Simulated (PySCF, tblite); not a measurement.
**C₇H₁₃ radical: geometry, infrared bands and EPR parameters**

What infrared bands and EPR parameters should C₇H₁₃ radical (`C[C@@H]1CC[CH][C@@H]1C`) show?

Programs: tblite 0.8.0 and PySCF 2.14.0, with density-fitted response routines of our own. Each step states its level of theory. These are calculated values for one molecule in the gas phase, unless marked as measured. Atoms count from 0, in the outputs and in this text.

## Step 1: The starting structure

20 atoms, charge 0, multiplicity 2; geometry from: force field or distance geometry start.

Bonds of the start (Å): C0–C1 1.53, C1–C2 1.51, C2–C3 1.53, C3–C4 1.50, C4–C5 1.50, C5–C6 1.53, C5–C1 1.54, C0–H7 1.09, C0–H8 1.09, C0–H9 1.11, C1–H10 1.11, C2–H11 1.10, C2–H12 1.11, C3–H13 1.09, C3–H14 1.09, C4–H15 1.08, C5–H16 1.10, C6–H17 1.09, C6–H18 1.09, C6–H19 1.10.

## Step 2: Relaxing the molecule with GFN2-xTB

The job: settings as JSON, then the geometry in Å.

```
{"job": {"kind": "relax", "xc": "GFN2-xTB", "basis": "xTB"}, "charge": 0, "multiplicity": 2}
C     -0.661700    -1.909400     0.348200
C     -0.524200    -0.410300     0.595100
C     -1.339500     0.436200    -0.354700
C     -0.791300     1.852900    -0.184200
C      0.639300     1.594400     0.174300
C      0.903200     0.151000     0.473700
C      1.774100    -0.469600    -0.616700
H     -0.413200    -2.168600    -0.678300
H     -0.019300    -2.484800     1.021400
H     -1.708600    -2.221600     0.530900
H     -0.876400    -0.216400     1.625400
H     -1.215100     0.105500    -1.393500
H     -2.424300     0.397300    -0.122900
H     -1.281200     2.361800     0.649900
H     -0.900000     2.451000    -1.083000
H      1.387400     2.374100     0.232700
H      1.427700     0.069600     1.441300
H      1.284600    -0.445400    -1.593600
H      2.728600     0.059700    -0.694400
H      2.004900    -1.516700    -0.374600
```

Started as:

```sh
$ OMP_NUM_THREADS=1 python probes_run.py task.json out
```

The driver reads the jobs from task.json and runs them one after another.

**Question.** This job is followed by: GFN2-xTB harmonic vibrations, gas phase; UKS B3LYP, pcH-1 on C H, non-relativistic, mean-field spin-orbit, GIAO. Predict these results of the whole session: strongest single infrared mode (GFN2-xTB); zero-point energy (GFN2-xTB); g(iso) (B3LYP); ⟨S²⟩; largest a(iso) (averaged by class); potential on the surface of density 0.002 e/bohr³, 1st and 99th percentile.

**Answer**, as computed:

| quantity | value |
| --- | --- |
| strongest single infrared mode (GFN2-xTB) | 2922 cm⁻¹, 65 km/mol |
| zero-point energy (GFN2-xTB) | 112.9 kcal/mol |
| g(iso) (B3LYP) | 2.00258 |
| ⟨S²⟩ | 0.754 (exact 0.75) |
| largest a(iso) (averaged by class) | 1H on H13, 144.2 MHz |
| potential on the surface of density 0.002 e/bohr³, 1st and 99th percentile | -0.37 V and 0.50 V |

In words: The optimisation took 28 steps and gained 0.061 eV; among the close pairs (by a distance rule), C1–C2 changed most, from 1.511 to 1.533 Å. All 54 modes are real, so the xTB geometry is a minimum. Unscaled tight-binding wavenumbers are off by several per cent, some by more. Its intensities can rank the bands wrongly. Most of the unpaired spin sits on C4 (1.02 e). The isotropic g lies 0.3 ppt above the free-electron value. These values are for one conformer; the search (at its own cheap level) found 1 more, at 0.22 kcal/mol, and measured spectra average over such forms.
